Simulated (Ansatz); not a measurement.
# Al16AsN15: the cost of one run

Computed with Ansatz 0.2.0 (DFT, PBE, plane-wave PAW, default files, scalar-relativistic, as far as a step names no other, unless a step's input says otherwise).

The COD entry's cell or inner coordinates are ideal or old and differ from later refinements, so a difference from it is no clean test against experiment.

### 1 The system as given

The structure is trigonal, space group P3m1 (No. 156). The conventional cell has a = 6.226 Å, b = 6.226 Å, c = 9.962 Å, α = 90.00°, β = 90.00°, γ = 120.00°. Al (site symmetry 3m) is surrounded by 1 As at 1.89 Å and 3 N at 1.89 Å. Al (site symmetry 3m) has 4 N at 1.89 Å as nearest neighbours. Al (site symmetry m) is surrounded by 4 N at 1.89 Å. Around Al (site symmetry m) lie 3 N at 1.89 Å and 1 As at 1.89 Å. Only part of the 16 independent sites is listed.

Structure file:

```
Al As N
1.0
     6.22600    0.00000    0.00000
    -3.11300    5.39187    0.00000
     0.00000    0.00000    9.96200
Al As N
16 1 15
Direct
  0.16667 0.33333 0.00000
  0.16667 0.33333 0.50000
  0.16667 0.83333 0.00000
  0.16667 0.83333 0.50000
  0.66667 0.33333 0.00000
  0.66667 0.33333 0.50000
  0.66667 0.83333 0.00000
  0.66667 0.83333 0.50000
  0.33333 0.16667 0.25000
  0.33333 0.16667 0.75000
  0.33333 0.66667 0.25000
  0.33333 0.66667 0.75000
  0.83333 0.16667 0.25000
  0.83333 0.16667 0.75000
  0.83333 0.66667 0.25000
  0.83333 0.66667 0.75000
  0.16667 0.33333 0.19000
  0.16667 0.33333 0.69000
  0.16667 0.83333 0.19000
  0.16667 0.83333 0.69000
  0.66667 0.33333 0.19000
  0.66667 0.33333 0.69000
  0.66667 0.83333 0.19000
  0.66667 0.83333 0.69000
  0.33333 0.16667 0.44000
  0.33333 0.16667 0.94000
  0.33333 0.66667 0.44000
  0.33333 0.66667 0.94000
  0.83333 0.16667 0.44000
  0.83333 0.16667 0.94000
  0.83333 0.66667 0.44000
  0.83333 0.66667 0.94000
```

Atom 17 of the input is the impurity.

### 2 First run, atoms as given

input.yaml

```yaml
crystal:
  lattice:
    - [6.226, 0.0, 0.0]
    - [-3.113, 5.391874164, 0.0]
    - [0.0, 0.0, 9.962]
  atoms:
    - { symbol: Al, position: [0.1666666666, 0.3333333334, 0.0] }
    - { symbol: Al, position: [0.1666666666, 0.3333333334, 0.5] }
    - { symbol: Al, position: [0.1666666666, 0.8333333334, 0.0] }
    - { symbol: Al, position: [0.1666666666, 0.8333333334, 0.5] }
    - { symbol: Al, position: [0.6666666666, 0.3333333334, 0.0] }
    - { symbol: Al, position: [0.6666666666, 0.3333333334, 0.5] }
    - { symbol: Al, position: [0.6666666666, 0.8333333334, 0.0] }
    - { symbol: Al, position: [0.6666666666, 0.8333333334, 0.5] }
    - { symbol: Al, position: [0.3333333334, 0.1666666666, 0.25] }
    - { symbol: Al, position: [0.3333333334, 0.1666666666, 0.75] }
    - { symbol: Al, position: [0.3333333334, 0.6666666666, 0.25] }
    - { symbol: Al, position: [0.3333333334, 0.6666666666, 0.75] }
    - { symbol: Al, position: [0.8333333334, 0.1666666666, 0.25] }
    - { symbol: Al, position: [0.8333333334, 0.1666666666, 0.75] }
    - { symbol: Al, position: [0.8333333334, 0.6666666666, 0.25] }
    - { symbol: Al, position: [0.8333333334, 0.6666666666, 0.75] }
    - { symbol: As, position: [0.1666666666, 0.3333333334, 0.19] }
    - { symbol: "N", position: [0.1666666666, 0.3333333334, 0.69] }
    - { symbol: "N", position: [0.1666666666, 0.8333333334, 0.19] }
    - { symbol: "N", position: [0.1666666666, 0.8333333334, 0.69] }
    - { symbol: "N", position: [0.6666666666, 0.3333333334, 0.19] }
    - { symbol: "N", position: [0.6666666666, 0.3333333334, 0.69] }
    - { symbol: "N", position: [0.6666666666, 0.8333333334, 0.19] }
    - { symbol: "N", position: [0.6666666666, 0.8333333334, 0.69] }
    - { symbol: "N", position: [0.3333333334, 0.1666666666, 0.44] }
    - { symbol: "N", position: [0.3333333334, 0.1666666666, 0.94] }
    - { symbol: "N", position: [0.3333333334, 0.6666666666, 0.44] }
    - { symbol: "N", position: [0.3333333334, 0.6666666666, 0.94] }
    - { symbol: "N", position: [0.8333333334, 0.1666666666, 0.44] }
    - { symbol: "N", position: [0.8333333334, 0.1666666666, 0.94] }
    - { symbol: "N", position: [0.8333333334, 0.6666666666, 0.44] }
    - { symbol: "N", position: [0.8333333334, 0.6666666666, 0.94] }
kpoints:
  mp_grid: { grid: [4, 4, 2] }
scf:
  occupations: { method: fermi_dirac, width: 0.01 }
hamiltonian:
  xc: pbe
  pseudopotentials: { kind: paw }
output:
  forces: true
  stress: true
  populations: true
  efg:
    quadrupole_moments_barn: { Al: 0.1466, As: 0.311, "N": 0.02044 }
    contact_densities: true
  write_density: true
  write_potential: true
  elf: true
  volumetric_format: npy
```

The run is started by

```console
> ansatz run input.yaml --threads 1 --pin off --max-ram 3072MiB --backend cpu --events-out ev --progress --plain --runs-dir out
```

What time and memory should one allow on 1 thread of AMD EPYC 9R14 (Zen 4), shared host?

About 25 s, with a peak of 0.69 GiB.
